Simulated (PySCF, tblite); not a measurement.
**C₃H₁₄OSi₃: geometry, infrared bands, NMR shifts, electronic excitations and core binding energies**

Wanted: the infrared bands, NMR shifts, electronic excitations and core binding energies of C₃H₁₄OSi₃ (`CC(C)[SiH2]O[SiH2][SiH3]`), by calculation.

Programs: tblite 0.8.0 and PySCF 2.14.0, with density-fitted response routines of our own. Each step states its level of theory. These are calculated values for one molecule in the gas phase, unless marked as measured. Atoms count from 0, in the outputs and in this text.

**1. The molecule as given**

21 atoms, charge 0, multiplicity 1; geometry from: force field or distance geometry start.

Bonds of the start (Å): C0–C1 1.51, C1–C2 1.51, C1–Si3 1.86, Si3–O4 1.73, O4–Si5 1.72, Si5–Si6 2.22, C0–H7 1.11, C0–H8 1.10, C0–H9 1.10, C1–H10 1.13, C2–H11 1.13, C2–H12 1.11, C2–H13 1.11, Si3–H14 1.47, Si3–H15 1.50, Si5–H16 1.47, Si5–H17 1.47, Si6–H18 1.47, Si6–H19 1.47, Si6–H20 1.48.

**2. Relaxing the molecule with GFN2-xTB**

Job settings and geometry (Å):

```
{"job": {"kind": "relax", "xc": "GFN2-xTB", "basis": "xTB"}, "charge": 0, "multiplicity": 1}
C     -1.716900    -0.572800    -1.355700
C     -1.881200    -0.566200     0.143200
C     -3.186700     0.097400     0.513900
Si    -0.419700     0.224600     0.978800
O      0.999100    -0.590600     0.430000
Si     2.209700     0.632000     0.408200
Si     4.249700    -0.175200     0.070200
H     -2.643300    -0.971000    -1.827300
H     -0.887000    -1.244900    -1.616200
H     -1.485200     0.428700    -1.740500
H     -1.968000    -1.646700     0.450800
H     -4.038400    -0.389500    -0.044700
H     -3.417800     0.004800     1.600200
H     -3.210500     1.169500     0.209300
H     -0.260200     1.645300     0.645600
H     -0.424800     0.026400     2.467200
H      2.073200     1.372900     1.672500
H      1.858500     1.533000    -0.694500
H      4.462800    -1.495800     0.668500
H      4.458200    -0.293400    -1.381000
H      5.219400     0.828600     0.555900
```

The run is started by

```console
OMP_NUM_THREADS=1 python probes_run.py task.json out
```

The driver reads the jobs from task.json and runs them one after another.

**Question.** This job is followed by: GFN2-xTB harmonic vibrations, gas phase; PBE0-D3(BJ)/def2-SVP geometry optimisation, gas phase; GIAO PBE0/pcSseg-1 NMR shielding, non-relativistic, gas phase; TDDFT wB97X-D/def2-SVPD, vertical, gas phase, core orbitals frozen in the response; GIAO HF/pcSseg-1 NMR shielding, non-relativistic, gas phase; delta-SCF UKS SCAN, pcX-2 on the ionised atom, pcseg-1 elsewhere, spin-free X2C. Predict these results of the whole session: strongest single infrared mode (GFN2-xTB); zero-point energy (GFN2-xTB); point group; rotational constants (main isotopes); ¹³C shifts against TMS (PBE0/pcSseg-1, means over atoms taken as alike); ¹H shifts against TMS (PBE0/pcSseg-1, means over atoms taken as alike); ²⁹Si shifts against TMS (PBE0/pcSseg-1); ¹⁷O shifts against H2O (PBE0/pcSseg-1); surface potential, 1st and 99th percentile; lowest singlet (wB97X-D/def2-SVPD); brightest single state of those computed; lowest triplet; vertical ionisation energy (ΔSCF); Si1s binding energies, SCAN/pcX-2; Si2p binding energies, SCAN/pcX-2; C1s binding energies, SCAN/pcX-2; O1s binding energies, SCAN/pcX-2; range of the shift of O4.

**Answer**, as computed:

| quantity | value |
| --- | --- |
| strongest single infrared mode (GFN2-xTB) | 706 cm⁻¹, 721 km/mol |
| zero-point energy (GFN2-xTB) | 96.5 kcal/mol |
| point group | C1 |
| rotational constants (main isotopes) | 1.96, 0.81, 0.67 GHz |
| ¹³C shifts against TMS (PBE0/pcSseg-1, means over atoms taken as alike) | 16.8, 16.5 ppm |
| ¹H shifts against TMS (PBE0/pcSseg-1, means over atoms taken as alike) | 5.47, 4.67, 3.48, 1.01, 0.80 ppm |
| ²⁹Si shifts against TMS (PBE0/pcSseg-1) | -6.9, -24.2, -107.9 ppm |
| ¹⁷O shifts against H2O (PBE0/pcSseg-1) | 10.2 ppm |
| surface potential, 1st and 99th percentile | -0.80 V and 1.12 V |
| lowest singlet (wB97X-D/def2-SVPD) | 6.33 eV (196 nm), f = 0.016 |
| brightest single state of those computed | state 6, 7.72 eV, f = 0.157 |
| lowest triplet | 5.71 eV |
| vertical ionisation energy (ΔSCF) | 9.55 eV |
| Si1s binding energies, SCAN/pcX-2 | Si5 1847.00, Si3 1846.88, Si6 1846.17 eV |
| Si2p binding energies, SCAN/pcX-2 | Si5 107.32, Si3 107.16, Si6 106.68 eV |
| C1s binding energies, SCAN/pcX-2 | C0 290.52, C1 290.12 eV |
| O1s binding energies, SCAN/pcX-2 | O4 537.54 eV |
| range of the shift of O4 | -8.8 to 10.2 ppm |

Over 182 steps the energy fell by 0.999 eV; of the close pairs, Si3–O4 changed most, 1.726 to 1.618 Å (GFN2-xTB). All 57 modes are real, so the xTB geometry is a minimum. The strongest single mode, at 706 cm⁻¹, is spread over many atoms; the largest shares are those of H16, H17. Unscaled tight-binding wavenumbers are off by several per cent, some by more. Its intensities can rank the bands wrongly. The optimisation took 30 steps and gained 0.439 eV; among the close pairs (by a distance rule), Si3–O4 changed most, from 1.583 to 1.667 Å (PBE0/def2-SVP). No frequency check was run at this level, so the end point may be a saddle. At PBE0/pcSseg-1: The largest span, 159 ppm, is at Si5, where the paramagnetic term is -503 ppm. At PBE0/pcSseg-1, counted by nearest atom on the grid, the HOMO lies on O4 20 %; C1 15 %, the LUMO on Si5 19 %; O4 14 %. The lowest singlet, at 6.33 eV, is HOMO→LUMO 0.83, HOMO−1→LUMO 0.10 and is weak; of the 10 states computed, the strongest absorption comes from state 6 at 7.72 eV. The lowest triplet lies 0.62 eV below the lowest singlet (triplets in Tamm-Dancoff, singlets in full TDDFT). ΔSCF puts the ionisation energy at 9.55 eV, 0.05 eV above −ε(HOMO). Si5 (silicon bonded to O, Si, 2 H) binds its Si1s electron 0.83 eV more tightly than Si6 (silicon bonded to Si, 3 H). Si5 (silicon bonded to O, Si, 2 H) binds its Si2p electron 0.63 eV more tightly than Si6 (silicon bonded to Si, 3 H). C0 (methyl carbon) binds its C1s electron 0.41 eV more tightly than C1 (sp3 CH bonded to Si). In ppm, O4 moves most: its shift spreads over 18.9 ppm, from -8.8 (HF/pcSseg-1) to 10.2 (PBE0/pcSseg-1).
